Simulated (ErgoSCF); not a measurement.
**One shape, several levels: BF3 (boron trifluoride)**

We compute a comparison of 5 runs (HF/STO-3G, HF/3-21G, HF/def2-SVP, PBE0/def2-SVP, BP86/6-311+G**) of BF3 (boron trifluoride). 

The calculation is run with ErgoSCF 3.8.

## 1. Starting point

BF3 has 4 atoms, charge 0, and is taken as a singlet. As SMILES, `FB(F)F`. Geometry: relaxed at GFN2-xTB.

Bond lengths: B1–F2 1.301 Å, B1–F3 1.301 Å, B1–F4 1.301 Å. Angles: F2–B1–F3 120.0°, F2–B1–F4 120.0°, F3–B1–F4 120.0°.

## 2. A single-point energy at HF/STO-3G (run 1)

File run.inp:

```
set_nthreads(1)
molecule_inline
B      0.00020787     0.00007559    -0.00039684
F      2.45719198    -0.05225093     0.02543571
F     -1.18342209     2.15383425    -0.03261667
F     -1.27397776    -2.10164001     0.00757780
EOF
tmpdir = "."
scf.output_mulliken_pop = 1
basis = "STO-3G"
scf.use_diagonalization = 1
scf.max_number_of_iterations = 120
spin_polarization = 0
run "HF"
```

The basis set STO-3G is read from a file made from the Basis Set Exchange's data (not shown).

Run with:

```bash
$ ergo run.inp
```

What it wrote:

```text
[...]
INSC SCF_general constructor, number of basis functions: 20
[...]
INSC Energy   1 =       -291.08719055692
[...]
INDE E_LUMO =          0.34783874254
[...]
INSC Energy   9 =       -318.66168455348  ( diff     -0.000000000050250 )
[...]
RESC CONVERGED after   9 iterations.
RESC FINAL ENERGY:       -318.66168455348
[...]
INSC SCF: dipole_moment_x [atomic units] =       0.00035800
INSC SCF: dipole_moment_y [atomic units] =       0.00011776
INSC SCF: dipole_moment_z [atomic units] =      -0.00048024
[...]
```

It took 0.76 s on 1 thread of Arm Neoverse V2, shared host; peak memory 0.26 GiB.

## 3. The energy at HF/3-21G (run 2)

File geom.xyz:

```xyz
4

B      0.000110     0.000040    -0.000210
F      1.300290    -0.027650     0.013460
F     -0.626240     1.139760    -0.017260
F     -0.674160    -1.112140     0.004010
```

File input.ego:

```
# BF3, HF
set_nthreads("env")
molecule "geom.xyz"
scf.output_mulliken_pop = 1
charge = 0
basis = "3-21G"
tmpdir = "."
scf.max_number_of_iterations = 120
scf.use_diagonalization = 1
run "HF"
```

The basis set 3-21G is read from a file made from the Basis Set Exchange's data (not shown).

Run with:

```bash
$ ergo < input.ego
```

What it wrote:

```text
[...]
INSC SCF_general constructor, number of basis functions: 36
[...]
INSC Energy   1 =       -218.27543687315
[...]
INDE E_LUMO =          0.19333423064
[...]
INSC Energy  11 =       -321.46298695243  ( diff     -0.000000000002785 )
[...]
RESC CONVERGED after  11 iterations.
RESC FINAL ENERGY:       -321.46298695243
[...]
INSC SCF: dipole_moment_x [atomic units] =       0.00047022
INSC SCF: dipole_moment_y [atomic units] =       0.00015545
INSC SCF: dipole_moment_z [atomic units] =      -0.00070978
[...]
```

Run time: 0.99 s. Hardware: 1 thread of Arm Neoverse V2, shared host; peak memory 0.26 GiB.

Runs 3 to 4 aren't shown in full; the table further down has their settings and results.

## 4. A single-point energy at BP86/6-311+G(d,p) (run 5)

File molecule.xyz:

```xyz
4
BF3
B      0.000110     0.000040    -0.000210
F      1.300290    -0.027650     0.013460
F     -0.626240     1.139760    -0.017260
F     -0.674160    -1.112140     0.004010
```

File ergo.in:

```
set_nthreads("env")
molecule "molecule.xyz"
scf.max_number_of_iterations = 120
tmpdir = "."
scf.use_diagonalization = 1
XC.sparse_mode = 0
scf.output_mulliken_pop = 1
XC.radint = 1e-11
basis = "6-311+G**"
XC.angint = 41
run "BP86"
```

The basis set 6-311+G** is read from a file made from the Basis Set Exchange's data (not shown).

Run with:

```bash
$ ergo ergo.in
```

What it wrote:

```text
[...]
INDF Weighted mixed functional:
[...]
INSC Energy   1 =       -166.81273337077
[...]
INDE E_LUMO =         -0.01998993730
[...]
INSC Energy  27 =       -324.64679026539  ( diff      0.000000000000341 )
[...]
RESC CONVERGED after  27 iterations.
RESC FINAL ENERGY:       -324.64679026539
[...]
INSC SCF: dipole_moment_x [atomic units] =       0.00040736
INSC SCF: dipole_moment_y [atomic units] =       0.00012979
INSC SCF: dipole_moment_z [atomic units] =      -0.00046852
[...]
```

Wall time 19 s (1 thread of Arm Neoverse V2, shared host); peak memory 0.26 GiB.

## 5. The series

| run | level | integration grid | radint | energy (Eh) | dipole moment (D) | wall time |
| --- | --- | --- | --- | --- | --- | --- |
| 1 | HF/STO-3G | – | – | -318.661685 | 0.00 | 0.76 s |
| 2 | HF/3-21G | – | – | -321.462987 | 0.00 | 0.99 s |
| 3 | HF/def2-SVP | – | – | -322.936338 | 0.00 | 5.7 s |
| 4 | PBE0/def2-SVP | Turbo | 1e-11 | -323.993365 | 0.00 | 8.4 s |
| 5 | BP86/6-311+G** | Turbo | 1e-11 | -324.646790 | 0.00 | 19 s |

## 6. Summary of results

| quantity | value |
| --- | --- |
| run 5: total energy | -324.64679 Eh |
| run 5: dipole moment | 0.00 D |

In words: Totals of different functionals can't be ranked against each other. In run 1 the basis is minimal, so the values are rough. All runs together took 34 s, the longest 19 s.
